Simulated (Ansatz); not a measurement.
# Nb2BS: the cost of one run

Program: Ansatz 0.2.0. Level of theory: DFT PBEsol, scalar-relativistic, plane waves, PAW. These are calculated values, not measurements.

## Step 1: Starting point

The structure is hexagonal, space group P6_3/mmc (No. 194). Conventional cell: a = 3.373 Å, b = 3.373 Å, c = 11.698 Å, α = 90.00°, β = 90.00°, γ = 120.00°. Around Nb (site symmetry 3m) lie 3 B at 2.27 Å and 3 S at 2.62 Å. Around B (site symmetry -3m) lie 6 Nb at 2.27 Å. S (site symmetry -6m2) has 6 Nb at 2.62 Å as nearest neighbours.

As a file:

```
CELL_PARAMETERS angstrom
3.37301 0.00000 0.00000
-1.68650 2.92111 0.00000
0.00000 0.00000 11.69780
ATOMIC_POSITIONS crystal
Nb 0.33333 0.66667 0.10022
Nb 0.66667 0.33333 0.60022
Nb 0.66667 0.33333 0.89978
Nb 0.33333 0.66667 0.39978
B 0.00000 0.00000 0.00000
B 0.00000 0.00000 0.50000
S 0.33333 0.66667 0.75000
S 0.66667 0.33333 0.25000
```

The structure comes from the Materials Project (structure only).

## Step 2: The base run

Contents of input.yaml:

```yaml
crystal:
  lattice:
    - [3.3730089166, 0.0, 0.0]
    - [-1.6865044583, 2.921111409, 0.0]
    - [0.0, 0.0, 11.697796]
  atoms:
    - { symbol: Nb, position: [0.33333333, 0.66666667, 0.100216] }
    - { symbol: Nb, position: [0.66666667, 0.33333333, 0.600216] }
    - { symbol: Nb, position: [0.66666667, 0.33333333, 0.899784] }
    - { symbol: Nb, position: [0.33333333, 0.66666667, 0.399784] }
    - { symbol: B, position: [0.0, 0.0, 0.0] }
    - { symbol: B, position: [0.0, 0.0, 0.5] }
    - { symbol: S, position: [0.33333333, 0.66666667, 0.75] }
    - { symbol: S, position: [0.66666667, 0.33333333, 0.25] }
basis:
  ecutwfc: 420
  fft_grid_basis: typed
kpoints:
  mp_grid: { grid: [9, 9, 2] }
hamiltonian:
  xc: pbesol
scf:
  occupations: { method: gaussian, width: 0.05 }
output:
  forces: true
  stress: true
  eigenvalues: true
  bader: true
  write_density: true
  volumetric_format: npy
  elf: true
```

On the command line:

```console
ansatz run input.yaml --threads 2 --pin off --max-ram 4096MiB --backend cpu --events-out ev --progress --plain --runs-dir out
```

What time and memory should one allow on 2 threads of Arm Neoverse V1, shared host?

About 32 s, with a peak of 0.43 GiB.
